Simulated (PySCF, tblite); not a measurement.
# C5H9OSi radical: geometry, infrared bands and EPR parameters

Wanted: the infrared bands and EPR parameters of C5H9OSi radical (`OC[C@@H]1C=[C]C[SiH2]1`), by calculation.

Programs: tblite 0.8.0 and PySCF 2.14.0, with density-fitted response routines of our own. Each step states its level of theory. These are calculated values for one molecule in the gas phase, unless marked as measured. Atoms are numbered from 0 throughout.

**1. The starting structure**

16 atoms, charge 0, multiplicity 2; geometry from: force field or distance geometry start.

Bonds of the start (Å): O0–C1 1.39, C1–C2 1.49, C2–C3 1.46, C3–C4 1.28, C4–C5 1.45, C5–Si6 1.87, Si6–C2 1.89, O0–H7 1.00, C1–H8 1.12, C1–H9 1.10, C2–H10 1.11, C3–H11 1.13, C5–H12 1.11, C5–H13 1.11, Si6–H14 1.45, Si6–H15 1.46.

**2. Relaxing the molecule with GFN2-xTB**

Job settings and geometry (Å):

```
{"job": {"kind": "relax", "xc": "GFN2-xTB", "basis": "xTB"}, "charge": 0, "multiplicity": 2}
O     -2.497000    -1.221100     0.251400
C     -1.753100    -0.062300     0.060400
C     -0.314000    -0.353400    -0.216100
C      0.401900    -1.092400     0.814700
C      1.616100    -0.737700     1.026100
C      2.206700     0.337800     0.253500
Si     0.645800     1.278200    -0.159700
H     -2.453000    -1.410200     1.235600
H     -1.821000     0.594900     0.960500
H     -2.174800     0.519600    -0.767300
H     -0.174300    -0.862700    -1.190600
H     -0.094700    -1.923700     1.389200
H      2.610900    -0.044900    -0.701800
H      2.947700     0.964300     0.789300
H      0.679400     1.941300    -1.446200
H      0.165500     2.081200     0.957100
```

Launch:

```bash
> OMP_NUM_THREADS=1 python probes_run.py task.json out
```

The driver reads the jobs from task.json and runs them one after another.

**Question.** This job is followed by: GFN2-xTB harmonic vibrations, gas phase; UKS B3LYP, pcH-1 on C H O Si, non-relativistic, mean-field spin-orbit, GIAO. Predict these results of the whole session: strongest single infrared mode (GFN2-xTB); zero-point energy (GFN2-xTB); g(iso) (B3LYP); ⟨S²⟩; largest a(iso); surface potential, 1st and 99th percentile.

**Answer**, as computed:

```
                                 quantity                  value
strongest single infrared mode (GFN2-xTB)  2270 cm⁻¹, 377 km/mol
             zero-point energy (GFN2-xTB)          76.1 kcal/mol
                           g(iso) (B3LYP)                2.00210
                                     ⟨S²⟩     0.758 (exact 0.75)
                           largest a(iso)   13C on C4, 342.8 MHz
    surface potential, 1st and 99th percentile     -1.60 V and 1.83 V
```

Relaxing lowered the energy by 0.681 eV in 108 steps; the close pair that moved most is C5–Si6, from 1.869 to 1.950 Å. No mode is imaginary among the 42: a minimum at this level. GFN2-xTB is a fitted tight-binding method: band positions and strengths are rough. Its intensities can rank the bands wrongly. C4 carries the largest spin population, 0.93 e. The isotropic g lies 0.2 ppt below the free-electron value.
